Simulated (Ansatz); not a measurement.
# CaMg: the cost of one run

Program: the Python package of Ansatz 0.2.0. Level of theory: DFT r2SCAN, plane waves, PAW. These are calculated values, not measurements.

**1. The structure**

Symmetry: P-6m2, No. 187, hexagonal system. Conventional cell: a = 3.687 Å, b = 3.687 Å, c = 16.782 Å, α = 90.00°, β = 90.00°, γ = 120.00°. Ca (site symmetry -6m2) is surrounded by 12 Ca at 3.69 to 3.89 Å. Ca (site symmetry 3m) is surrounded by 3 Mg at 3.47 Å and 9 Ca at 3.69 to 3.89 Å. Mg (site symmetry 3m) has 3 Mg at 3.20 Å and 3 Ca at 3.47 Å in its first shell of neighbours. Mg (site symmetry -6m2) is surrounded by 6 Mg at 3.20 Å.

No structure file is read: the coordinates are typed or built in the script.

**2. The code**

File eos.py:

```python
from dataclasses import dataclass

import ansatz as az
import numpy as np
from scipy.optimize import curve_fit


@dataclass(frozen=True)
class Settings:
    width_ev: float = 0.1
    scf_tol: float = 1e-09
    cutoff: int = 600
    kmesh: tuple[int, ...] = (7, 7, 2)


opts = Settings()

VECTORS = np.array([
    [3.687399, 0.0, 0.0],
    [-1.8437, 3.193381, 0.0],
    [0.0, 0.0, 16.781714],
])
SITES = [
    ('Ca', [0.0, 0.0, 0.0]),
    ('Ca', [2 / 3, 1 / 3, 0.805774]),
    ('Ca', [2 / 3, 1 / 3, 0.194226]),
    ('Mg', [0.0, 0.0, 0.642377]),
    ('Mg', [2 / 3, 1 / 3, 0.5]),
    ('Mg', [0.0, 0.0, 0.357623]),
]


def crystal_on(cell):
    crystal = az.Crystal(lattice=az.Lattice.of(cell))
    for symbol, position in SITES:
        crystal = crystal.atom(symbol, position)
    return crystal

def vinet(v, e0, v0, b0, b1):
    eta = (v / v0) ** (1 / 3)
    return e0 + 2 * b0 * v0 / (b1 - 1) ** 2 * (2 - (5 + 3 * b1 * (eta - 1) - 3 * eta) * np.exp(-1.5 * (b1 - 1) * (eta - 1)))

volumes, energies, pressures = [], [], []
for scale in np.linspace(0.94, 1.06, 7):
    cell = VECTORS * scale ** (1 / 3)
    setup = (
        crystal_on(cell).calculation()
        .functional(az.Functional.R2SCAN)
        .occupations(az.OccupationsMethod.FERMI_DIRAC, width=opts.width_ev)
        .scf(tolerance=opts.scf_tol)
        .basis(opts.cutoff)
        .kpoints(*opts.kmesh)
        .stress()
    )
    data = setup.run().report
    volumes.append(abs(np.linalg.det(cell)) / len(SITES))
    energies.append(data['free_energy_ev'] / len(SITES))
    pressures.append(np.trace(data['stress_gpa']) / 3)
    print(f'V = {volumes[-1]:8.4f} A^3/atom  F = {energies[-1]:.5f} eV/atom  P = {pressures[-1]:8.3f} GPa')

guess = (min(energies), volumes[int(np.argmin(energies))], 0.5, 4.5)
(e0, v0, b0, b1), _ = curve_fit(vinet, np.array(volumes), np.array(energies), p0=guess, maxfev=20000)
print(f'Vinet fit: V0 = {v0:.4f} A^3/atom, B0 = {160.21766 * b0:.1f} GPa, B1 = {b1:.2f}')
print('largest residual', round(1000 * float(np.abs(vinet(np.array(volumes), e0, v0, b0, b1) - energies).max()), 3), 'meV/atom')
```

**3. The input behind the calls**

The package turns the script's settings into the engine's input (first run):

```yaml
crystal:
  lattice:
    - [3.612124837691653, 0.0, 0.0]
    - [-1.8060629086388806, 3.1281916674362087, 0.0]
    - [0.0, 0.0, 16.439133914837463]
  atoms:
    - { symbol: Ca, position: [0.0, 0.0, 0.0] }
    - { symbol: Ca, position: [0.6666666666666666, 0.3333333333333333, 0.805774] }
    - { symbol: Ca, position: [0.6666666666666666, 0.3333333333333333, 0.194226] }
    - { symbol: Mg, position: [0.0, 0.0, 0.642377] }
    - { symbol: Mg, position: [0.6666666666666666, 0.3333333333333333, 0.5] }
    - { symbol: Mg, position: [0.0, 0.0, 0.357623] }
basis:
  ecutwfc: 600.0
kpoints:
  mp_grid:
    grid: [7, 7, 2]
hamiltonian:
  xc: r2scan
scf:
  convergence:
    dr2_threshold: 1.0e-09
  occupations:
    method: fermi_dirac
    width: 0.1
output:
  stress: true
```

**4. Launch**

Launch:

```sh
$ python eos.py
```

**Question.** How long does this script take on 1 thread of Arm Neoverse V1, shared host, and how much memory does it need?

About 3.8 min, with a peak of 1.1 GiB.
